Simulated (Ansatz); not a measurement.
# InSe: the cost of one run

Computed with Ansatz 0.2.0 (DFT, PBE, plane-wave PAW, default files, scalar-relativistic, unless a step's input says otherwise).

1 further run of the same task is left out (it didn't finish).

### 1 The structure to begin with

The structure is hexagonal, space group P6_3/mmc (No. 194). The conventional cell has a = 4.050 Å, b = 4.050 Å, c = 16.930 Å, α = 90.00°, β = 90.00°, γ = 120.00°. Around In (site symmetry 3m) lie 3 Se at 2.52 Å. Around Se (site symmetry 3m) lie 3 In at 2.52 Å.

Coordinates:

```cif
data_structure
_symmetry_space_group_name_H-M 'P6_3/mmc'
_symmetry_Int_Tables_number 194
_cell_length_a 4.0500
_cell_length_b 4.0500
_cell_length_c 16.9300
_cell_angle_alpha 90.000
_cell_angle_beta 90.000
_cell_angle_gamma 120.000
_cell_volume 240.49
loop_
_atom_site_label
_atom_site_type_symbol
_atom_site_symmetry_multiplicity
_atom_site_Wyckoff_symbol
_atom_site_fract_x
_atom_site_fract_y
_atom_site_fract_z
_atom_site_occupancy
In1 In 4 f 0.33333 0.66667 0.15700 1
Se1 Se 4 f 0.33333 0.66667 0.60200 1
```

### 2 First run, atoms as given

input.yaml reads:

```yaml
crystal:
  lattice:
    - [4.0499987506, 0.0, 0.0]
    - [-2.0249993753, 3.5074018033, 0.0]
    - [0.0, 0.0, 16.93]
  atoms:
    - { symbol: In, position: [0.3333333333, 0.6666666667, 0.157] }
    - { symbol: In, position: [0.6666666667, 0.3333333333, 0.657] }
    - { symbol: In, position: [0.3333333333, 0.6666666667, 0.343] }
    - { symbol: In, position: [0.6666666667, 0.3333333333, 0.843] }
    - { symbol: Se, position: [0.3333333333, 0.6666666667, 0.602] }
    - { symbol: Se, position: [0.6666666667, 0.3333333333, 0.102] }
    - { symbol: Se, position: [0.3333333333, 0.6666666667, 0.898] }
    - { symbol: Se, position: [0.6666666667, 0.3333333333, 0.398] }
kpoints:
  mp_grid: { grid: [12, 12, 3] }
scf:
  occupations: { method: fermi_dirac, width: 0.02 }
hamiltonian:
  xc: pbe
  pseudopotentials: { kind: paw }
output:
  forces: true
  stress: true
  populations: true
  efg: { quadrupole_moments_barn: { In: 0.772 }, contact_densities: true }
```

Started as:

```console
ansatz run input.yaml --threads 1 --pin off --max-ram 3072MiB --backend cpu --events-out ev --progress --plain --runs-dir out
```

Q: Estimate wall time and peak memory on 1 thread of Intel Xeon 6975P-C (Granite Rapids), shared host.

About 22 s, with a peak of 0.83 GiB.
